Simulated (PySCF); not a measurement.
# AsH+: from the state search to spectroscopic constants, part 2 of 2

PySCF 2.14.0; As aug-pcseg-1, H aug-pcseg-1; no relativity.

## Step 9: PW91 (GGA)

Log of the SCF at 1.540 Å:

```text
[... 17 set-up lines left out, the same as in an earlier log ...]
XC functionals = PW91,PW91
    J. P. Perdew. In P. Ziesche and H. Eschrig, editors, Proceedings of the 75. WE-Heraeus-Seminar and 21st Annual International Symposium on Electronic Structure of Solids, 11. Berlin, 1991. Akademie Verlag.
    J. P. Perdew, J. A. Chevary, S. H. Vosko, K. A. Jackson, M. R. Pederson, D. J. Singh, and C. Fiolhais.,  Phys. Rev. B 46, 6671 (1992)
    J. P. Perdew, J. A. Chevary, S. H. Vosko, K. A. Jackson, M. R. Pederson, D. J. Singh, and C. Fiolhais.,  Phys. Rev. B 48, 4978 (1993)
    J. P. Perdew. In P. Ziesche and H. Eschrig, editors, Proceedings of the 75. WE-Heraeus-Seminar and 21st Annual International Symposium on Electronic Structure of Solids, 11. Berlin, 1991. Akademie Verlag.
    J. P. Perdew, J. A. Chevary, S. H. Vosko, K. A. Jackson, M. R. Pederson, D. J. Singh, and C. Fiolhais.,  Phys. Rev. B 46, 6671 (1992)
    J. P. Perdew, J. A. Chevary, S. H. Vosko, K. A. Jackson, M. R. Pederson, D. J. Singh, and C. Fiolhais.,  Phys. Rev. B 48, 4978 (1993)
[... 2 set-up lines left out, the same as in an earlier log ...]
init E= -2235.96562268455
cycle= 1 E= -2235.96657775548  delta_E= -0.000955  |g|= 0.0108  |ddm|= 0.106
cycle= 2 E= -2235.96659635835  delta_E= -1.86e-05  |g|= 0.00532  |ddm|= 0.0218
cycle= 3 E= -2235.96660908253  delta_E= -1.27e-05  |g|= 0.00151  |ddm|= 0.0129
cycle= 4 E= -2235.96661135415  delta_E= -2.27e-06  |g|= 9.26e-05  |ddm|= 0.00355
cycle= 5 E= -2235.966611362  delta_E= -7.85e-09  |g|= 1.41e-05  |ddm|= 0.00024
cycle= 6 E= -2235.96661136218  delta_E= -1.74e-10  |g|= 1.77e-06  |ddm|= 3.5e-05
Extra cycle  E= -2235.96661136218  delta_E= -5.91e-12  |g|= 6.81e-07  |ddm|= 6.05e-06
converged SCF energy = -2235.96661136218  <S^2> = 0.75210225  2S+1 = 2.0021011
```

Re = 1.555 Å, ωe = 2120 cm⁻¹, ωexe = 33.5 cm⁻¹, αe = 0.184 cm⁻¹, Be = 7.010 cm⁻¹, De = 3.15 eV, μ = 0.80 D. 6.6 s of CPU time for 12 points, integrals apart.

## Step 10: B97-3 (global hybrid GGA)

Output of the SCF at 1.540 Å:

```text
[... 17 set-up lines left out, the same as in an earlier log ...]
XC functionals = HYB_GGA_XC_B97_3
    T. W. Keal and D. J. Tozer.,  J. Chem. Phys. 123, 121103 (2005)
[... 2 set-up lines left out, the same as in an earlier log ...]
init E= -2235.61773403009
cycle= 1 E= -2235.61801289965  delta_E= -0.000279  |g|= 0.00383  |ddm|= 0.0818
cycle= 2 E= -2235.61802314321  delta_E= -1.02e-05  |g|= 0.00241  |ddm|= 0.0176
cycle= 3 E= -2235.61802813333  delta_E= -4.99e-06  |g|= 0.000149  |ddm|= 0.00563
cycle= 4 E= -2235.61802815797  delta_E= -2.46e-08  |g|= 3.29e-05  |ddm|= 0.000431
cycle= 5 E= -2235.61802815981  delta_E= -1.83e-09  |g|= 8.06e-06  |ddm|= 0.000123
cycle= 6 E= -2235.61802815996  delta_E= -1.51e-10  |g|= 2.84e-06  |ddm|= 3.16e-05
Extra cycle  E= -2235.61802815997  delta_E= -5.91e-12  |g|= 1.31e-06  |ddm|= 8.95e-06
converged SCF energy = -2235.61802815997  <S^2> = 0.75265041  2S+1 = 2.0026487
```

Re = 1.540 Å, ωe = 2202 cm⁻¹, ωexe = 32.2 cm⁻¹, αe = 0.178 cm⁻¹, Be = 7.148 cm⁻¹, De = 3.14 eV, μ = 0.87 D.

## Step 11: LC-ωPBE (range-separated hybrid)

Output of the SCF at 1.540 Å:

```text
[... 13 set-up lines left out, the same as in an earlier log ...]
max_memory 909 MB (current use 317 MB)
[... 3 set-up lines left out, the same as in an earlier log ...]
XC functionals = LC_WPBE
    O. A. Vydrov and G. E. Scuseria.,  J. Chem. Phys. 125, 234109 (2006)
[... 2 set-up lines left out, the same as in an earlier log ...]
init E= -2235.50706455133
cycle= 1 E= -2235.50813363828  delta_E= -0.00107  |g|= 0.0102  |ddm|= 0.0917
cycle= 2 E= -2235.50818088482  delta_E= -4.72e-05  |g|= 0.00259  |ddm|= 0.0326
cycle= 3 E= -2235.50818439035  delta_E= -3.51e-06  |g|= 0.00058  |ddm|= 0.00469
cycle= 4 E= -2235.50818494397  delta_E= -5.54e-07  |g|= 0.000168  |ddm|= 0.00242
cycle= 5 E= -2235.50818502569  delta_E= -8.17e-08  |g|= 8.47e-05  |ddm|= 0.000691
cycle= 6 E= -2235.50818505356  delta_E= -2.79e-08  |g|= 2.43e-05  |ddm|= 0.000575
cycle= 7 E= -2235.50818505552  delta_E= -1.95e-09  |g|= 3.72e-06  |ddm|= 0.000187
cycle= 8 E= -2235.50818505554  delta_E= -2.5e-11  |g|= 3.97e-07  |ddm|= 1.83e-05
Extra cycle  E= -2235.50818505555  delta_E= -7.28e-12  |g|= 1.52e-07  |ddm|= 1.12e-06
converged SCF energy = -2235.50818505555  <S^2> = 0.7543983  2S+1 = 2.0043935
```

Re = 1.526 Å, ωe = 2292 cm⁻¹, ωexe = 30.3 cm⁻¹, αe = 0.167 cm⁻¹, Be = 7.277 cm⁻¹, De = 3.03 eV, μ = 0.94 D. 12 s of CPU time for 12 points, integrals apart.

## Step 12: UHF (mean field)

The SCF at the reference distance, 1.540 Å, printed:

```text
******** <class 'pyscf.scf.uhf_symm.SymAdaptedUHF'> ********
method = SymAdaptedUHF
[... 13 set-up lines left out, the same as in an earlier log ...]
Overwritten attributes  get_occ get_j get_k get_jk get_hcore  of <class 'pyscf.scf.uhf_symm.SymAdaptedUHF'>
<class 'pyscf.scf.uhf_symm.SymAdaptedUHF'> does not have attributes  refdm
[... 1 set-up line left out, the same as in an earlier log ...]
init E= -2234.12597629865
cycle= 1 E= -2234.13293404926  delta_E= -0.00696  |g|= 0.0187  |ddm|= 0.189
cycle= 2 E= -2234.13326372581  delta_E= -0.00033  |g|= 0.00532  |ddm|= 0.0549
cycle= 3 E= -2234.13329867987  delta_E= -3.5e-05  |g|= 0.00127  |ddm|= 0.0155
cycle= 4 E= -2234.13330097414  delta_E= -2.29e-06  |g|= 0.000437  |ddm|= 0.00324
cycle= 5 E= -2234.13330133162  delta_E= -3.57e-07  |g|= 8.86e-05  |ddm|= 0.00136
cycle= 6 E= -2234.1333013511  delta_E= -1.95e-08  |g|= 4.01e-05  |ddm|= 0.00033
cycle= 7 E= -2234.13330135683  delta_E= -5.73e-09  |g|= 2.1e-05  |ddm|= 0.000199
cycle= 8 E= -2234.13330135887  delta_E= -2.04e-09  |g|= 4.22e-06  |ddm|= 0.000189
cycle= 9 E= -2234.13330135893  delta_E= -6.14e-11  |g|= 5.94e-07  |ddm|= 3.55e-05
Extra cycle  E= -2234.13330135892  delta_E= 7.28e-12  |g|= 2.94e-07  |ddm|= 1.41e-06
converged SCF energy = -2234.13330135892  <S^2> = 0.76042613  2S+1 = 2.0103991
```

Re = 1.516 Å, ωe = 2341 cm⁻¹, ωexe = 31.6 cm⁻¹, αe = 0.171 cm⁻¹, Be = 7.376 cm⁻¹, De = 2.12 eV, μ = 0.97 D. 1.5 s of CPU time for 12 points, integrals apart.

## Step 13: Adding correlation

Reference: UHF; core orbitals frozen: 9.

The coupled-cluster run at the reference distance, 1.540 Å, printed:

```text
******** <class 'pyscf.cc.uccsd.UCCSD'> ********
CC2 = 0
CCSD nocc = (np.int64(8), np.int64(7)), nmo = (36, 36)
frozen orbitals [[0, 1, 2, 3, 4, 5, 6, 7, 8], [0, 1, 2, 3, 4, 5, 6, 7, 8]]
max_cycle = 80
direct = 0
conv_tol = 1e-07
conv_tol_normt = 1e-05
diis_space = 8
diis_start_cycle = 0
diis_start_energy_diff = 1e+09
max_memory 909 MB (current use 320 MB)
Init t2, MP2 energy = -0.072308919993853
Init E_corr(UCCSD) = -0.0723089199939612
cycle = 1  E_corr(UCCSD) = -0.0863695750493717  dE = -0.0140606551  norm(t1,t2) = 0.0544705
cycle = 2  E_corr(UCCSD) = -0.0908114110051294  dE = -0.00444183596  norm(t1,t2) = 0.0229111
cycle = 3  E_corr(UCCSD) = -0.0937012835630601  dE = -0.00288987256  norm(t1,t2) = 0.0111877
cycle = 4  E_corr(UCCSD) = -0.0936640456682797  dE = 3.72378948e-05  norm(t1,t2) = 0.00188605
cycle = 5  E_corr(UCCSD) = -0.0936529998074656  dE = 1.10458608e-05  norm(t1,t2) = 0.000624613
cycle = 6  E_corr(UCCSD) = -0.0936636250156754  dE = -1.06252082e-05  norm(t1,t2) = 0.000278659
cycle = 7  E_corr(UCCSD) = -0.0936609041930775  dE = 2.7208226e-06  norm(t1,t2) = 8.45511e-05
cycle = 8  E_corr(UCCSD) = -0.0936620425081981  dE = -1.13831512e-06  norm(t1,t2) = 2.48355e-05
cycle = 9  E_corr(UCCSD) = -0.0936620035981986  dE = 3.89099995e-08  norm(t1,t2) = 9.70768e-06
UCCSD converged
E(UCCSD) = -2234.226963362521  E_corr = -0.09366200359819857
UCCSD(T) correction = -0.00179527440487744
```

Correlation energy (eV) along the bond:

| R (Å) | MP2 | SCS-MP2 | CCSD | CCSD(T) | T1 |
| --- | --- | --- | --- | --- | --- |
| 1.324 | -1.952 | -2.053 | n/a | n/a | n/a |
| 1.386 | -1.952 | -2.054 | -2.510 | -2.556 | 0.007 |
| 1.448 | -1.956 | -2.060 | -2.522 | -2.568 | 0.007 |
| 1.494 | -1.961 | -2.067 | -2.534 | -2.582 | 0.007 |
| 1.540 | -1.968 | -2.075 | -2.549 | -2.598 | 0.007 |
| 1.586 | -1.976 | -2.085 | -2.566 | -2.616 | 0.008 |
| 1.648 | -1.989 | -2.100 | -2.593 | -2.645 | 0.008 |
| 1.725 | -2.008 | -2.121 | -2.632 | -2.687 | 0.008 |
| 1.817 | -2.030 | -2.145 | -2.685 | -2.744 | 0.010 |
| 1.940 | -1.996 | -2.101 | n/a | n/a | n/a |

UHF-MP2: Re = 1.524 Å, ωe = 2257 cm⁻¹, ωexe = 32.4 cm⁻¹, αe = 0.181 cm⁻¹, Be = 7.301 cm⁻¹, De = 2.73 eV.

UHF-SCS-MP2: Re = 1.525 Å, ωe = 2247 cm⁻¹, ωexe = 32.3 cm⁻¹, αe = 0.182 cm⁻¹, Be = 7.285 cm⁻¹, De = 2.81 eV.

UHF-CCSD: Re = 1.534 Å, ωe = 2177 cm⁻¹, ωexe = 37.3 cm⁻¹, αe = 0.198 cm⁻¹, Be = 7.207 cm⁻¹, De = 2.87 eV.

UHF-CCSD(T): Re = 1.535 Å, ωe = 2165 cm⁻¹, ωexe = 38.0 cm⁻¹, αe = 0.200 cm⁻¹, Be = 7.193 cm⁻¹, De = 2.89 eV.

## Step 14: The curves together

Energy (eV) from each level's lowest point:

| R (Å) | UHF | UHF-MP2 | UHF-SCS-MP2 | UHF-CCSD | UHF-CCSD(T) | PBE | PW91 | BP86 | r²SCAN | PBE0 | B97-3 | LC-ωPBE |
| --- | --- | --- | --- | --- | --- | --- | --- | --- | --- | --- | --- | --- |
| 1.324 | 0.489 | 0.505 | 0.511 | n/a | n/a | 0.637 | 0.628 | 0.633 | 0.561 | 0.575 | 0.578 | 0.531 |
| 1.386 | 0.201 | 0.217 | 0.221 | 0.239 | 0.242 | 0.310 | 0.304 | 0.307 | 0.256 | 0.265 | 0.267 | 0.232 |
| 1.448 | 0.047 | 0.058 | 0.061 | 0.073 | 0.075 | 0.113 | 0.110 | 0.112 | 0.082 | 0.086 | 0.087 | 0.065 |
| 1.494 | 0.000 | 0.006 | 0.008 | 0.014 | 0.015 | 0.034 | 0.032 | 0.033 | 0.018 | 0.020 | 0.020 | 0.009 |
| 1.540 | 0.001 | 0.000 | 0.000 | 0.000 | 0.000 | 0.000 | 0.000 | 0.000 | 0.000 | 0.000 | 0.000 | 0.000 |
| 1.586 | 0.040 | 0.031 | 0.029 | 0.022 | 0.020 | 0.004 | 0.006 | 0.004 | 0.019 | 0.018 | 0.018 | 0.030 |
| 1.648 | 0.139 | 0.117 | 0.114 | 0.095 | 0.091 | 0.057 | 0.060 | 0.057 | 0.091 | 0.089 | 0.088 | 0.118 |
| 1.725 | 0.321 | 0.281 | 0.275 | 0.238 | 0.232 | 0.179 | 0.184 | 0.178 | 0.237 | 0.235 | 0.233 | 0.286 |
| 1.817 | 0.596 | 0.533 | 0.525 | 0.459 | 0.449 | 0.382 | 0.389 | 0.381 | 0.466 | 0.467 | 0.464 | 0.548 |
| 1.940 | 0.999 | 0.970 | 0.972 | n/a | n/a | 0.709 | 0.718 | 0.705 | 0.824 | 0.832 | 0.829 | 0.956 |

The whole job (state search and all levels along the bond) took 2 min on 1 thread of Arm Neoverse N1 (shared host), peak memory 0.49 GiB.

## Step 15: What came out

This closing draws on all 2 parts.

Lowest PBE0 solution found, without spin–orbit coupling: ²Π (doublet), unpaired electrons π ↑. State 2 has its PBE0 minimum 1.75 eV higher. The other levels ran on the lowest alone.

| level | Re (Å) | ωe (cm⁻¹) | De (eV) | μ (D) |
| --- | --- | --- | --- | --- |
| UHF | 1.516 | 2341 | 2.12 | 0.97 |
| UHF-MP2 | 1.524 | 2257 | 2.73 | n/a |
| UHF-SCS-MP2 | 1.525 | 2247 | 2.81 | n/a |
| UHF-CCSD | 1.534 | 2177 | 2.87 | n/a |
| UHF-CCSD(T) | 1.535 | 2165 | 2.89 | n/a |
| PBE | 1.557 | 2115 | 3.13 | 0.81 |
| PW91 | 1.555 | 2120 | 3.15 | 0.80 |
| BP86 | 1.557 | 2110 | 3.30 | 0.82 |
| r²SCAN | 1.537 | 2197 | 3.18 | 0.89 |
| PBE0 | 1.539 | 2205 | 3.08 | 0.88 |
| B97-3 | 1.540 | 2202 | 3.14 | 0.87 |
| LC-ωPBE | 1.526 | 2292 | 3.03 | 0.94 |

De is counted to As+ + H in their ground configurations. A positive dipole points from As to H; in an ion it is taken about the centre of mass and does not tell which atom is negative.

Differences from CCSD(T) in the same basis:

| level | Re (mÅ) | ωe (%) |
| --- | --- | --- |
| UHF | -19 | +8.1 |
| UHF-MP2 | -11 | +4.2 |
| UHF-SCS-MP2 | -10 | +3.8 |
| UHF-CCSD | -2 | +0.5 |
| PBE | +22 | -2.3 |
| PW91 | +20 | -2.1 |
| BP86 | +21 | -2.5 |
| r²SCAN | +2 | +1.5 |
| PBE0 | +4 | +1.9 |
| B97-3 | +5 | +1.7 |
| LC-ωPBE | -9 | +5.9 |

Time per point (s) on 1 thread of Arm Neoverse N1, shared host (CPU time, shared integrals of 0.22 s apart; correlated levels include their reference; CCSD comes with the CCSD(T) run); the times are rough: UHF 0.12, UHF-MP2 0.22, UHF-SCS-MP2 0.22, PBE 0.72, PW91 0.55, BP86 0.52, r²SCAN 1, PBE0 1.2, B97-3 0.61, LC-ωPBE 1; the reference 4.1.

Cheap and still within 10 mÅ and 2.5 % of CCSD(T): r²SCAN (1 s), PBE0 (1.2 s), B97-3 (0.61 s), against 4.1 s for the dearest run.

In words: Against CCSD(T) in the same basis, the bond length is nearest at UHF-CCSD and r²SCAN (2 mÅ off) and farthest at PBE (+22 mÅ); the wavenumber is nearest at UHF-CCSD (+0.5 %) and farthest at UHF (+8.1 %). Hartree–Fock makes the bond too short and too stiff against this reference, as it mostly does. PBE gives a bond that is too long and too soft, as GGAs tend to. CCSD(T) in a basis this small is itself some way from its limit, more so than the functionals. Of the levels with a De here, UHF gives the least (2.12 eV) and BP86 the most (3.30 eV).

Correlated steps freeze 9 core orbitals.
